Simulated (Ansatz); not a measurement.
# AlRh, space group Pm-3m: a check of PAW against all-electron LAPW

Program: Ansatz 0.2.0 through its Python package.

Interactive session:
```pycon
>>> from dataclasses import dataclass
>>> import ansatz as az
>>> from ase import Atoms
>>> import numpy as np
>>> @dataclass(frozen=True)
... class Settings:
...     xc: str = "pbesol"
...     k_spacing: float = 0.52
...     sigma: float = 0.01
...     beta: float = 0.2
...     max_iterations: int = 60
...     n_empty: int = 8
...
>>> cfg = Settings()
>>> def count_gap(report):
...     # lowest empty less highest filled band, counting bands; zero where they overlap
...     return max(report.get("gap_by_band_count_ev") or 0.0, 0.0)
...
>>> atoms = Atoms(
...     ["Al", "Rh"],
...     scaled_positions=[
...         (0.0, 0.0, 0.0),
...         (0.5, 0.5, 0.5),
...     ],
...     cell=[
...         (2.97732, 0.0, 0.0),
...         (0.0, 2.97732, 0.0),
...         (0.0, 0.0, 2.97732),
...     ],
...     pbc=True,
... )
>>> system = az.Crystal.from_ase(atoms)
>>> job = (
...     system.calculation()
...     .functional(cfg.xc)
...     .kpoints(spacing=cfg.k_spacing)
...     .occupations(az.OccupationsMethod.METHFESSEL_PAXTON, width=cfg.sigma)
...     .mixing("anderson", ndim=8, beta=cfg.beta)
...     .scf(max_iterations=cfg.max_iterations, extra_bands=cfg.n_empty)
...     .stress()
...     .forces()
...     .band_table()
... )
>>> variants = {
...     "PAW": job.pseudopotentials("paw"),
...     "LAPW": job.pseudopotentials("all_electron", lapw=True),
... }
>>> # totals differ by the cores that each treatment holds, so compare what does not depend on them
>>> rows = []
>>> for label, variant in variants.items():
...     r = variant.run(threads=1, backend="cpu").report
...     levels = np.array(r["eigenvalues_ev"][0]) - r["fermi_energy_ev"]
...     print(label, "levels at the first k-point near E_F:", np.round(levels[np.abs(levels) < 5], 3))
...     rows.append((label, r["n_electrons"], np.trace(r["stress_gpa"]) / 3, count_gap(r)))
...
DeckWarning: basis.ecutwfc = 420 eV, auto-derived from the records' recommended cutoffs: set by Al (normal level)
PAW levels at the first k-point near E_F: [-1.771 -1.771 -1.771  4.934  4.934  4.934]
LAPW levels at the first k-point near E_F: [-1.77  -1.77  -1.77   4.926  4.926  4.926]
>>> lines = [",".join(["treatment", "electrons in bands", "P GPa", "gap by band count eV"])] + [",".join(f"{v:.4f}" if isinstance(v, float) else str(v) for v in row) for row in rows]
>>> print("\n".join(lines))
treatment,electrons in bands,P GPa,gap by band count eV
PAW,20.0000,-1.1081,0.0000
LAPW,38.0000,-1.1052,0.0000
>>> with open("paw_lapw.csv", "w") as handle:
...     handle.write("\n".join(lines) + "\n")
...
111
```

PAW gives -1.108 GPa and LAPW -1.105 GPa, 0.003 GPa apart. They took 0.4 and 4.4 s of processor time.

These settings explore the input space; cutoff and mesh may be short of convergence. For a metal this k-point mesh is coarse: on a finer one energies can move by several to tens of meV an atom and pressures by half a GPa or more, differences at one mesh by less. A gap by band count of zero or less means overlapping bands, a metal. This cell is a computed structure, which may not be the phase found in nature. Gaps and levels are Kohn-Sham values on a finite set of k-points, without spin-orbit coupling. Warnings are shown shortened and without file and line. Pressure is positive in compression; the treatments may keep other shells as core, so totals and counts of electrons can differ. Hardware and time: 5.6 s on 1 thread of Arm Neoverse V2 (shared host), peak memory 0.41 GiB.

(A comment or docstring line of the script was reworded after the run, the code is as it ran; lines on the test bed's own set-up are left out of the output.)
